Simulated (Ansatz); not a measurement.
Wanted: the native input for an Ansatz 0.2.0 run.

| Quantity | Value |
| --- | --- |
| Task | single point |
| Functional | PBE0 |
| Potentials or basis | Ansatz PAW |
| Cutoff | 420 eV (not typed: the program's choice for these potentials) |
| k mesh | 5 × 5 × 5 |
| Occupations | fermi-dirac, width 0.05 eV |
| Spin | no spin polarisation |

The system is ZrB.

```xyz
2
Lattice="0.0000 2.3250 2.3250 2.3250 0.0000 2.3250 2.3250 2.3250 0.0000" Properties=species:S:1:pos:R:3 pbc="T T T"
Zr    0.0000    0.0000    0.0000
B     2.3250    2.3250    2.3250
```

These files were run (other wordings do the same):

input

```
crystal:
  lattice:
    - [0.0, 2.325, 2.325]
    - [2.325, 0.0, 2.325]
    - [2.325, 2.325, 0.0]
  atoms:
    - { symbol: Zr, position: [0.0, 0.0, 0.0] }
    - { symbol: B, position: [0.5, 0.5, 0.5] }
hamiltonian:
  xc: pbe0
  pseudopotentials: { kind: paw }
kpoints:
  mp_grid: { grid: [5, 5, 5] }
scf:
  occupations: { method: fermi_dirac, width: 0.05 }
output:
  forces: true
  stress: true
  eigenvalues: true
```

Results of the run:

```
Pressure               : 34.8 GPa
Band gap on the k mesh : none (metal or under the smearing width)
```

Caveat: the k mesh is coarse (spacing up to 0.47 Å⁻¹), so the values aren't converged, least of all with exact exchange; a pressure of tens of GPa on the cell as given is suspect, and the run, the potentials or the cell itself is likely at fault; the PAW data sets come from PBE, with cores solved anew for the run's functional, which leaves a small shift of forces and pressure; the thresholds are loose for stress.

Run time: 12 s on 1 × NVIDIA H100 80GB HBM3 with 2 threads of AMD EPYC 7R13 Processor (Zen 3) (shared host), peak memory 1.5 GiB.
